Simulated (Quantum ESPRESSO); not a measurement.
# C in Quantum ESPRESSO: relaxation of the atoms with PBEsol

Aim: the relaxation of the atoms of C with PBEsol.

Everything below comes from runs of Quantum ESPRESSO 7.5. Logs are shortened: lines on timing, memory, paths and dates and some standing lists are left out, and cuts for length are marked.

## Step 1: Starting point

The cell holds a sheet with vacuum, 2 atoms: a = 2.510 Å, b = 2.437 Å, c = 16.000 Å, α = 90.00°, β = 90.00°, γ = 121.00°.

The cell was built by a generator and needn't be a form met in nature.

## Step 2: Relaxation of the atoms, PBEsol

File pw.in:

```
&CONTROL
  calculation = 'relax'
  prefix = 'pwscf'
  outdir = './tmp'
  pseudo_dir = './pseudo'
  tprnfor = .true.
  disk_io = 'low'
  nstep = 40
  forc_conv_thr = 0.0004
  etot_conv_thr = 1d-05
/
&SYSTEM
  ibrav = 0
  nat = 2
  ntyp = 1
  ecutwfc = 82
  nbnd = 9
  occupations = 'smearing'
  smearing = 'mv'
  degauss = 0.00734986
/
&ELECTRONS
  conv_thr = 4d-10
  electron_maxstep = 120
  mixing_beta = 0.5
/
&IONS
  ion_dynamics = 'bfgs'
/
ATOMIC_SPECIES
C     12.0110 C.upf
CELL_PARAMETERS angstrom
   2.5102200000    0.0000000000    0.0000000000
  -1.2551100000    2.0886627483    0.0000000000
   0.0000000000    0.0000000000   16.0000000000
ATOMIC_POSITIONS crystal
C      0.0000000000    0.0000000000    0.5000000000
C      0.3333333333    0.6666666667    0.5000000000
K_POINTS automatic
18 18 1 0 0 0
```

Potentials or basis: PseudoDojo 0.4.1 SR PBEsol standard.

On the command line:

```sh
OMP_NUM_THREADS=1 pw.x -in pw.in > pw.out
```

pw.out:

```text
This program is part of the open-source Quantum ESPRESSO suite
     for quantum simulation of materials; please cite
[... 9 lines left out ...]
     --------------------
     sticks:   dense  smooth     PW     G-vecs:    dense   smooth      PW
     Sum         495     495    151                56829    56829    9719

     Using Slab Decomposition

     bravais-lattice index     =            0
     lattice parameter (alat)  =       4.7436  a.u.
     unit-cell volume          =     566.1046 (a.u.)^3
     number of atoms/cell      =            2
     number of atomic types    =            1
     number of electrons       =         8.00
     number of Kohn-Sham states=            9
     kinetic-energy cutoff     =      82.0000  Ry
     charge density cutoff     =     328.0000  Ry
     scf convergence threshold =      4.0E-10
     mixing beta               =       0.5000
     number of iterations used =            8  plain     mixing
     energy convergence thresh.=      1.0E-05
     force convergence thresh. =      4.0E-04
     Exchange-correlation= PBESOL
                           (   1   4  10   8   0   0   0)
     nstep                     =           40

     celldm(1)=   4.743628  celldm(2)=   0.000000  celldm(3)=   0.000000
     celldm(4)=   0.000000  celldm(5)=   0.000000  celldm(6)=   0.000000

     crystal axes: (cart. coord. in units of alat)
               a(1) = (   1.000000   0.000000   0.000000 )
               a(2) = (  -0.500000   0.832064   0.000000 )
               a(3) = (   0.000000   0.000000   6.373943 )

     reciprocal axes: (cart. coord. in units 2 pi/alat)
               b(1) = (  1.000000  0.600916 -0.000000 )
               b(2) = (  0.000000  1.201831  0.000000 )
               b(3) = (  0.000000 -0.000000  0.156889 )

     PseudoPot. # 1 for C  read from file:
     C.upf
     Pseudo is Norm-conserving + core correction, Zval =  4.0
     Generated using ONCVPSP code by D. R. Hamann
     Using radial grid of 1248 points,  4 beta functions with:
                l(1) =   0
                l(2) =   0
                l(3) =   1
                l(4) =   1

     atomic species   valence    mass     pseudopotential
     C                 4.00    12.01100     C ( 1.00)

      8 Sym. Ops., with inversion, found ( 4 have fractional translation)

   Cartesian axes

     site n.     atom                  positions (alat units)
         1        C      tau(   1) = (   0.0000000   0.0000000   3.1869717  )
         2        C      tau(   2) = (  -0.0000000   0.5547091   3.1869717  )

     number of k points=    91  Marzari-Vanderbilt smearing, width (Ry)=  0.0073
                       cart. coord. in units 2pi/alat
        k(    1) = (   0.0000000   0.0000000   0.0000000), wk =   0.0061728
        k(    2) = (   0.0000000   0.0667684   0.0000000), wk =   0.0123457
        k(    3) = (   0.0000000   0.1335368   0.0000000), wk =   0.0123457
        k(    4) = (   0.0000000   0.2003052   0.0000000), wk =   0.0123457
        k(    5) = (   0.0000000   0.2670736   0.0000000), wk =   0.0123457
        k(    6) = (   0.0000000   0.3338420   0.0000000), wk =   0.0123457
[... 83 lines left out ...]
        k(   90) = (  -0.5000000  -0.1001526   0.0000000), wk =   0.0246914
        k(   91) = (  -0.5000000  -0.0333842   0.0000000), wk =   0.0246914

     Dense  grid:    56829 G-vectors     FFT dimensions: (  27,  27, 180)

     Initial potential from superposition of free atoms

     starting charge       7.9999, renormalised to       8.0000

     negative rho (up, down):  1.667E-05 0.000E+00
     Starting wfcs are    8 randomized atomic wfcs +    1 random wfcs

     Self-consistent Calculation

     iteration #  1     ecut=    82.00 Ry     beta= 0.50
     Davidson diagonalization with overlap
     ethr =  1.00E-02,  avg # of iterations =  8.0

     negative rho (up, down):  7.365E-06 0.000E+00

     total energy              =     -24.00651544 Ry
     estimated scf accuracy    <       0.20271284 Ry

     iteration #  2     ecut=    82.00 Ry     beta= 0.50
     Davidson diagonalization with overlap
     ethr =  2.53E-03,  avg # of iterations =  3.0

     negative rho (up, down):  1.688E-06 0.000E+00

     WARNING: integrated charge=     8.00000369, expected=     8.00000000
[... 523 lines left out ...]
     The total energy is F=E-TS. E is the sum of the following terms:
     one-electron contribution =    -171.10789067 Ry
     hartree contribution      =      86.97888085 Ry
     xc contribution           =      -8.51041660 Ry
     ewald contribution        =      68.62310824 Ry

     convergence has been achieved in   8 iterations

     Forces acting on atoms (cartesian axes, Ry/au):

     atom    1 type  1   force =     0.00000000   -0.02062334    0.00000000
     atom    2 type  1   force =     0.00000000    0.02062334    0.00000000

     Total force =     0.029166     Total SCF correction =     0.000001

     BFGS Geometry Optimization
     Energy error            =      8.5E-04 Ry
     Gradient error          =      2.1E-02 Ry/Bohr

     number of scf cycles    =   1
     number of bfgs steps    =   0

     energy             new  =     -24.0163181365 Ry

     new trust radius        =       0.0206233396 bohr
     new conv_thr            =       0.0000000004 Ry

ATOMIC_POSITIONS (crystal)
C               -0.0026125331       -0.0052250663        0.5000000000
C                0.3359458664        0.6718917330        0.5000000000

     NEW-OLD atomic charge density approx. for the potential

     negative rho (up, down):  3.260E-06 0.000E+00
     extrapolated charge    8.00001, renormalised to    8.00000

     Self-consistent Calculation

     iteration #  1     ecut=    82.00 Ry     beta= 0.50
     Davidson diagonalization with overlap
     c_bands:  1 eigenvalues not converged
     ethr =  1.00E-06,  avg # of iterations =  7.6

     negative rho (up, down):  1.493E-06 0.000E+00

     total energy              =     -24.01612878 Ry
     estimated scf accuracy    <       0.00020278 Ry

     iteration #  2     ecut=    82.00 Ry     beta= 0.50
     Davidson diagonalization with overlap
     ethr =  2.53E-06,  avg # of iterations =  1.1
     Minimization algorithm failed to find Fermi energy: reverting to bisection
     Possible cause: smearing is larger than the electronic band-gap.

     negative rho (up, down):  3.198E-07 0.000E+00

     total energy              =     -24.01612975 Ry
     estimated scf accuracy    <       0.00002180 Ry

     iteration #  3     ecut=    82.00 Ry     beta= 0.50
     Davidson diagonalization with overlap
     ethr =  2.72E-07,  avg # of iterations =  2.0

     total energy              =     -24.01613353 Ry
     estimated scf accuracy    <       0.00000032 Ry

     iteration #  4     ecut=    82.00 Ry     beta= 0.50
     Davidson diagonalization with overlap
     ethr =  4.04E-09,  avg # of iterations =  2.6

     total energy              =     -24.01613361 Ry
     estimated scf accuracy    <          7.2E-09 Ry
[... 484 lines left out ...]
     Forces acting on atoms (cartesian axes, Ry/au):

     atom    1 type  1   force =     0.00000000    0.02865039    0.00000000
     atom    2 type  1   force =     0.00000000   -0.02865039    0.00000000

     Total force =     0.040518     Total SCF correction =     0.000003
     Energy error            =      1.8E-04 Ry
     Gradient error          =      2.9E-02 Ry/Bohr

     number of scf cycles    =   2
     number of bfgs steps    =   1

     energy             old  =     -24.0163181365 Ry
     energy             new  =     -24.0161336177 Ry

     CASE: energy            _new > energy            _old

     new trust radius        =       0.0084736043 bohr
     new conv_thr            =       0.0000000004 Ry

ATOMIC_POSITIONS (crystal)
C               -0.0010734232       -0.0021468465        0.5000000000
C                0.3344067565        0.6688135132        0.5000000000

     NEW-OLD atomic charge density approx. for the potential

     negative rho (up, down):  1.809E-06 0.000E+00

     Self-consistent Calculation

     iteration #  1     ecut=    82.00 Ry     beta= 0.50
     Davidson diagonalization with overlap
     ethr =  1.00E-06,  avg # of iterations =  6.0

     negative rho (up, down):  8.209E-07 0.000E+00
[... 505 lines left out ...]
     The total energy is F=E-TS. E is the sum of the following terms:
     one-electron contribution =    -171.10136062 Ry
     hartree contribution      =      86.97665850 Ry
     xc contribution           =      -8.50961982 Ry
     ewald contribution        =      68.61781195 Ry

     convergence has been achieved in   5 iterations

     Forces acting on atoms (cartesian axes, Ry/au):

     atom    1 type  1   force =     0.00000000   -0.00001451    0.00000000
     atom    2 type  1   force =     0.00000000    0.00001451    0.00000000

     Total force =     0.000021     Total SCF correction =     0.000008
     SCF correction compared to forces is large: reduce conv_thr to get better values
     Energy error            =      1.9E-04 Ry
     Gradient error          =      1.5E-05 Ry/Bohr

     number of scf cycles    =   3
     number of bfgs steps    =   1

     energy             old  =     -24.0163181365 Ry
     energy             new  =     -24.0165091966 Ry

     CASE: energy            _new < energy            _old

     small trust_radius: resetting bfgs history

     new trust radius        =       0.0000145118 bohr
     new conv_thr            =            4.0E-12 Ry

ATOMIC_POSITIONS (crystal)
C               -0.0010752616       -0.0021505232        0.5000000000
C                0.3344085949        0.6688171899        0.5000000000

     NEW-OLD atomic charge density approx. for the potential
     extrapolated charge    8.00013, renormalised to    8.00000

     Self-consistent Calculation

     iteration #  1     ecut=    82.00 Ry     beta= 0.50
     Davidson diagonalization with overlap
     ethr =  1.00E-06,  avg # of iterations =  1.0

     Threshold (ethr) on eigenvalues was too large:
     Diagonalizing with lowered threshold

     Davidson diagonalization with overlap
     ethr =  2.92E-10,  avg # of iterations =  1.0

     WARNING: integrated charge=     8.00006610, expected=     8.00000000

     total energy              =     -24.01650928 Ry
     estimated scf accuracy    <       0.00000002 Ry

     iteration #  2     ecut=    82.00 Ry     beta= 0.50
     Davidson diagonalization with overlap
     ethr =  2.92E-10,  avg # of iterations =  1.1

     WARNING: integrated charge=     8.00013959, expected=     8.00000000

     total energy              =     -24.01650927 Ry
     estimated scf accuracy    <          9.2E-09 Ry

     iteration #  3     ecut=    82.00 Ry     beta= 0.50
     Davidson diagonalization with overlap
     ethr =  1.15E-10,  avg # of iterations =  2.0
[... 512 lines left out ...]
     The total energy is F=E-TS. E is the sum of the following terms:
     one-electron contribution =    -171.10134039 Ry
     hartree contribution      =      86.97664272 Ry
     xc contribution           =      -8.50961619 Ry
     ewald contribution        =      68.61780380 Ry

     convergence has been achieved in   8 iterations

     Forces acting on atoms (cartesian axes, Ry/au):

     atom    1 type  1   force =     0.00000000    0.00002254    0.00000000
     atom    2 type  1   force =     0.00000000   -0.00002254    0.00000000

     Total force =     0.000032     Total SCF correction =     0.000000
     Energy error            =      7.0E-08 Ry
     Gradient error          =      2.3E-05 Ry/Bohr

     bfgs converged in   4 scf cycles and   2 bfgs steps
     (criteria: energy <  1.0E-05 Ry, force <  4.0E-04 Ry/Bohr)

     End of BFGS Geometry Optimization

     Final energy             =     -24.0165092669 Ry

Begin final coordinates

ATOMIC_POSITIONS (crystal)
C               -0.0010752616       -0.0021505232        0.5000000000
C                0.3344085949        0.6688171899        0.5000000000
End final coordinates

=------------------------------------------------------------------------------=
   JOB DONE.
=------------------------------------------------------------------------------=
```

Run time: 3.2 min. Hardware: 1 thread of AMD EPYC 7R43 (Zen 3), shared host; peak memory 0.16 GiB.

Results:

- Free energy: -326.7613 eV
- Energy gained by relaxing: 1.3 meV/atom
- Ionic steps: 4
- Band gap on the k mesh: 0.41 eV, direct

Step by step:
| step | energy change (eV) | largest force (eV/Å) |
| --- | --- | --- |
| 1 | 0.0000 | 0.5302 |
| 2 | 0.0025 | 0.7366 |
| 3 | -0.0026 | 0.0004 |
| 4 | -0.0026 | 0.0006 |

Final structure:
```cif
data_structure
_symmetry_space_group_name_H-M 'P 1'
_symmetry_Int_Tables_number 1
_cell_length_a 2.5102
_cell_length_b 2.4368
_cell_length_c 16.0000
_cell_angle_alpha 90.000
_cell_angle_beta 90.000
_cell_angle_gamma 121.002
_cell_volume 83.89
loop_
_atom_site_label
_atom_site_type_symbol
_atom_site_fract_x
_atom_site_fract_y
_atom_site_fract_z
_atom_site_occupancy
C1 C 0.99892 0.99785 0.50000 1
C2 C 0.33441 0.66882 0.50000 1
```

Levels at points of the mesh, in eV from the valence-band top:
| k point | band 1 | band 2 | band 3 | band 4 | band 5 | band 6 | band 7 | band 8 |
| --- | --- | --- | --- | --- | --- | --- | --- | --- |
| (0.00, 0.00, 0.00) | -19.36 | -7.50 | -2.99 | -2.59 | 3.58 | 4.46 | 4.89 | 6.51 |
| (0.00, -0.50, 0.00) | -13.65 | -13.10 | -6.71 | -1.88 | 1.92 | 6.69 | 11.82 | 11.90 |
| (-0.50, 0.00, 0.00) | -14.24 | -13.10 | -5.97 | -2.32 | 1.84 | 8.19 | 11.30 | 11.45 |

Caveat: this smearing can shift energies of a crystal with a gap.
